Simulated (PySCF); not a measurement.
# AlF3: the cost of one run

The runs use PySCF 2.14.0; levels as typed in each script, gas phase, geometry from GFN2-xTB.

1 further run of the same task is left out (it didn't finish).

### 1 The system as given

SMILES `F[Al](F)F`, 4 atoms, charge 0, spin multiplicity 1.

Bond lengths: F1–Al2 1.631 Å, Al2–F3 1.631 Å, Al2–F4 1.631 Å. Angles: F1–Al2–F3 120.0°, F1–Al2–F4 120.0°, F3–Al2–F4 120.0°.

Coordinates:

```xyz
4
charge 0, multiplicity 1
F    -1.0552   -1.2441    0.0000
Al    0.0000    0.0000    0.0000
F    -0.5498    1.5359    0.0000
F     1.6050   -0.2918    0.0000
```

### 2 Excited states (PBE0/def2-svp)

input.py reads:

```python
import numpy as np
from pyscf import gto, scf, dft, tdscf
from pyscf.scf import atom_ks, atom_hf
from scipy.linalg import block_diag

def solve(mol, dm0=None, hcore=None):
    mf = (dft.UKS if mol.spin else dft.RKS)(mol, xc='pbe0')
    mf.grids.level = 3
    mf = mf.density_fit(auxbasis='def2-universal-jkfit')
    mf.conv_tol, mf.max_cycle = 1e-8, 80
    if hcore is not None:
        mf.get_hcore = lambda *args: hcore
    mf.kernel(dm0)
    if not mf.converged:
        mf = mf.newton().run(mf.mo_coeff, mf.mo_occ, max_cycle=30)
    assert mf.converged, 'SCF not converged'
    return mf

mol = gto.M(atom='''
F     -1.05523    -1.24409     0.00000
Al     0.00002     0.00000     0.00000
F     -0.54981     1.53589     0.00000
F      1.60502    -0.29180     0.00000
''', basis='def2-svp', charge=0, spin=0, verbose=4)
mf = solve(mol)
td = mf.TDDFT()
td.nstates, td.singlet, td.conv_tol = 4, True, 1e-5
td.kernel()
td.analyze()
x, y = np.array([p[0] for p in td.xy]), np.array([p[1] + 0 * p[0] for p in td.xy])
f, mu = td.oscillator_strength(), td.transition_dipole()
nto = [td.get_nto(state=i + 1, verbose=4) for i in range(len(td.e))]
# spherically averaged free atoms, for the promolecule
atm = atom_ks.get_atm_nrks(mol, xc='pbe0')
pro = block_diag(*[(atm[a[0]][2] * atm[a[0]][3]) @ atm[a[0]][2].T for a in mol._atom])
np.savez('result.npz', e=td.e, f=f, ok=td.converged, w=[n[0] for n in nto], nto=[n[1] for n in nto], x=x, y=y, c=mf.mo_coeff, occ=mf.mo_occ, eps=mf.mo_energy, pro=pro, mu=mu)
```

The run is started by

```
OMP_NUM_THREADS=1 python input.py
```

Q: Estimate wall time and peak memory on 1 thread of Intel Xeon Platinum 8488C (Sapphire Rapids), shared host.

About 40 s, with a peak of 0.38 GiB.
